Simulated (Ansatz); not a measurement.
# C₂H₄BBrSn: a ladder of functionals and wavefunction methods

The task here is to estimate one member of a computed series from the others.

The runs use Ansatz 0.2.0, Gaussian basis; functionals in def2-TZVPP, the program's frozen cores in correlated methods.

The runs, in order: LDA (SPW92), PBE-D4, revPBE-D4, BLYP-D4, r2SCAN-D4, B97M-V, PBE0-D4, B3LYP-D4, r2SCANh-D4, r2SCAN0-D4, HSE06-D4, BHLYP-D4, CAM-B3LYP-D4, LC-ωPBE, ωB97X-V, ωB97M-V, B2PLYP, PBE-QIDH; CCSD(T)/def2-SVP; CCSD(T)/def2-TZVPP; MP2/def2-QZVPP; extrapolation to the limit; RPA on PBE.

## The relaxed structure

All runs share one geometry, relaxed beforehand with PBE0-D4 in a triple-zeta def2 set. Sn takes the def2 core potential; no spin-orbit term is included.

SMILES `BrC1=C[B]1[SnH3]`, 9 atoms, charge 0, spin multiplicity 1.

Atoms are counted from 1 here; the program's logs count them from 0.

Bond lengths: Br1–C2 1.847 Å, C2–C3 1.335 Å, C2–B4 1.470 Å, C3–B4 1.483 Å, C3–H6 1.081 Å, B4–Sn5 2.213 Å, Sn5–H7 1.706 Å, Sn5–H8 1.707 Å, Sn5–H9 1.707 Å. Angles: Br1–C2–C3 140.3°, Br1–C2–B4 156.1°, C3–C2–B4 63.6°, C2–C3–B4 62.6°, C2–C3–H6 141.5°, B4–C3–H6 155.8°, C2–B4–C3 53.8°, C2–B4–Sn5 153.8°, C3–B4–Sn5 152.4°, B4–Sn5–H7 111.4°, B4–Sn5–H8 111.4°, B4–Sn5–H9 109.8°, H7–Sn5–H8 108.2°, H7–Sn5–H9 108.0°, H8–Sn5–H9 107.9°.

The first run:

Input file in.yaml:

```yaml
crystal:
  periodic: [false, false, false]
  atoms:
    - {symbol: Br, position_ang: [0.994930, 1.694119, -2.933457]}
    - {symbol: C, position_ang: [0.902830, 0.564831, -1.474555]}
    - {symbol: C, position_ang: [1.601680, -0.406126, -0.881877]}
    - {symbol: B, position_ang: [0.311392, -0.019514, -0.262275]}
    - {symbol: Sn, position_ang: [-1.244735, -0.198027, 1.300584]}
    - {symbol: H, position_ang: [2.520497, -0.966842, -0.977507]}
    - {symbol: H, position_ang: [-2.793292, 0.163918, 0.681683]}
    - {symbol: H, position_ang: [-1.289205, -1.772516, 1.959230]}
    - {symbol: H, position_ang: [-0.915499, 0.893858, 2.571175]}
basis:
  gaussian: {orbitals: def2-TZVPP}
hamiltonian: {xc: lda}
output: {orbitals: {seedname: orbitals}}
```

Among the steps run: LDA; PBE-D4 (GGA); revPBE-D4 (GGA); BLYP-D4 (GGA); r2SCAN-D4 (meta-GGA); B97M-V (meta-GGA); PBE0-D4 (hybrid); B3LYP-D4 (hybrid); r2SCANh-D4 (hybrid); r2SCAN0-D4 (hybrid); HSE06-D4 (hybrid); BHLYP-D4 (hybrid); CAM-B3LYP-D4 (range-separated); LC-ωPBE (range-separated); ωB97X-V (range-separated); ωB97M-V (range-separated); B2PLYP (double hybrid); PBE-QIDH (double hybrid).

One of the session's tables, all rows but one given; the rest of the session is left out.

It belongs to the step «Orbital energies across the functionals». 

```
  functional  HOMO (eV)  gap (eV)
 LDA (SPW92)      -6.67      4.66
      PBE-D4      -6.53      4.76
   revPBE-D4      -6.48      4.80
     BLYP-D4          ?         ?
   r2SCAN-D4      -6.78      5.28
      B97M-V      -6.88      5.42
     PBE0-D4      -7.75      6.93
    B3LYP-D4      -7.53      6.53
  r2SCANh-D4      -7.23      6.08
  r2SCAN0-D4      -7.91      7.23
    HSE06-D4      -7.35      6.16
    BHLYP-D4      -8.85      9.02
CAM-B3LYP-D4      -9.05      9.33
     LC-ωPBE     -10.38     11.73
     ωB97X-V     -10.03     11.28
     ωB97M-V      -9.88     10.93
```

**Question.** Estimate the row for BLYP-D4.

Worked estimate for «HOMO (eV)». Against the share of exact exchange, B3LYP-D4 (0.2, -7.53), BHLYP-D4 (0.5, -8.85) give a slope of -4.40 per unit share; at 0 the line stands at -6.65.

As computed: HOMO (eV): -6.39; gap (eV): 4.79. In «HOMO (eV)» the line misses by -0.26.
